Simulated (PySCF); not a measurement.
# C3H11NOSi: the cost of one run

The runs use PySCF 2.14.0, with density-fitted response routines of our own; the level of theory stands in each step. All values are computed, except where a source is named. Atoms count from 0, in the outputs and in this text.

## 1. Starting geometry

17 atoms, charge 0, multiplicity 1; geometry from: GFN2-xTB.

Bonds of the start (Å): C0–O1 1.39, O1–Si2 1.62, Si2–N3 1.72, N3–C4 1.44, N3–C5 1.44, C0–H6 1.09, C0–H7 1.09, C0–H8 1.09, Si2–H9 1.48, Si2–H10 1.46, C4–H11 1.09, C4–H12 1.09, C4–H13 1.10, C5–H14 1.10, C5–H15 1.09, C5–H16 1.09.

## 2. Ultraviolet spectrum: CAM-B3LYP/def2-SVPD

Job settings and geometry (Å):

```
{"job": {"kind": "uv", "xc": "CAM-B3LYP", "basis": "def2-SVPD", "nstates": 8, "ntriplets": 3}, "charge": 0, "multiplicity": 1}
C      2.656329     0.495377     0.117588
O      1.821076    -0.614921     0.024629
Si     0.441415    -0.858652    -0.783792
N     -0.915922    -0.287982     0.106206
C     -2.248423    -0.673345    -0.277866
C     -0.895813     0.890830     0.935863
H      3.652490     0.217441    -0.236951
H      2.295443     1.336131    -0.478483
H      2.733251     0.807527     1.162958
H      0.537190    -0.249973    -2.124998
H      0.393985    -2.312865    -0.811031
H     -2.864653    -0.832183     0.611901
H     -2.205350    -1.597548    -0.846868
H     -2.732270     0.093157    -0.896096
H     -1.296036     1.768817     0.411511
H      0.123620     1.104878     1.244121
H     -1.503329     0.725342     1.831398
```

With the program's defaults for keys left out, this is: TDDFT CAM-B3LYP/def2-SVPD, vertical, gas phase, core orbitals frozen in the response.

Run with:

```bash
$ OMP_NUM_THREADS=1 python probes_run.py task.json out
```

This one command runs all jobs of the session in turn.

**Question.** How long does this job take on 1 thread of Arm Neoverse V1, shared host, and how much memory does it need?

About 53 s, with a peak of 0.97 GiB.
